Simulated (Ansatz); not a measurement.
# C3H7FOSi: the cost of one run

Computed with Ansatz 0.2.0 through its Python package. The levels of theory stand in the script.

### 1 The structure

Bond lengths: C1–C2 1.491 Å, C2–F3 1.353 Å, C2–C4 1.339 Å, C4–O5 1.372 Å, O5–Si6 1.662 Å, C1–H7 1.095 Å, C1–H8 1.094 Å, C1–H9 1.094 Å, C4–H10 1.083 Å, Si6–H11 1.485 Å, Si6–H12 1.485 Å, Si6–H13 1.484 Å. Angles (14 of 19 angles, heavy atoms first): C1–C2–F3 117.7°, C1–C2–C4 123.9°, F3–C2–C4 118.4°, C2–C4–O5 122.0°, C4–O5–Si6 121.0°, C2–C1–H7 112.3°, C2–C1–H8 109.9°, C2–C1–H9 109.9°, C2–C4–H10 121.9°, O5–C4–H10 116.1°, O5–Si6–H11 109.6°, O5–Si6–H12 109.6°, O5–Si6–H13 110.2°, H7–C1–H8 108.2°.

The script holds or builds the structure itself.

### 2 The code

The input, disp_c3h7fosi.py:

```python
"""Size of D3 and D4 in C3H7FOSi."""

import ansatz as az

BASIS_SET = "def2-SVP"

GEOMETRY = """
C     2.46380    0.26900   -0.05450
C     1.20130   -0.52290   -0.11060
F     1.30630   -1.86050   -0.28630
C    -0.02120    0.01110    0.00220
O    -1.15790   -0.75570   -0.05530
Si   -2.66410   -0.06780    0.08760
H     2.27660    1.33780    0.08960
H     3.02380    0.14280   -0.98590
H     3.08740   -0.08320    0.77270
H    -0.16990    1.07440    0.14420
H    -2.77200    0.62940    1.39480
H    -2.85820    0.93590   -0.99010
H    -3.71590   -1.11030   -0.00840
"""

geometry = az.Crystal.molecule()
for line in GEOMETRY.strip().splitlines():
    symbol, *xyz = line.split()
    geometry = geometry.atom(symbol, [float(v) for v in xyz])

model = geometry.calculation().basis(gaussian=BASIS_SET)
for name in ["b3lyp", "r2scan"]:
    for correction in ("d3bj", "d4"):
        report = model.functional(name, dispersion=correction).run(threads=1).report
        print(f"{name:8s} {correction:5s} total {report['free_energy_ev']:.5f} eV, of which dispersion {1000 * report['dispersion']['energy']['ev']:.2f} meV")
```

### 3 The input behind the calls

The package turns the script's settings into the engine's input (first run):

```yaml
crystal:
  periodic: [false, false, false]
  atoms:
    - { symbol: C, position_ang: [2.4638, 0.269, -0.0545] }
    - { symbol: C, position_ang: [1.2013, -0.5229, -0.1106] }
    - { symbol: F, position_ang: [1.3063, -1.8605, -0.2863] }
    - { symbol: C, position_ang: [-0.0212, 0.0111, 0.0022] }
    - { symbol: O, position_ang: [-1.1579, -0.7557, -0.0553] }
    - { symbol: Si, position_ang: [-2.6641, -0.0678, 0.0876] }
    - { symbol: H, position_ang: [2.2766, 1.3378, 0.0896] }
    - { symbol: H, position_ang: [3.0238, 0.1428, -0.9859] }
    - { symbol: H, position_ang: [3.0874, -0.0832, 0.7727] }
    - { symbol: H, position_ang: [-0.1699, 1.0744, 0.1442] }
    - { symbol: H, position_ang: [-2.772, 0.6294, 1.3948] }
    - { symbol: H, position_ang: [-2.8582, 0.9359, -0.9901] }
    - { symbol: H, position_ang: [-3.7159, -1.1103, -0.0084] }
basis:
  gaussian:
    orbitals: def2-SVP
hamiltonian:
  xc: b3lyp
  dispersion: d3bj
```

### 4 Launch

Command:

```sh
> python disp_c3h7fosi.py
```

What time and memory should one allow on 1 thread of Arm Neoverse V2, shared host?

About 24 s, with a peak of 0.3 GiB.
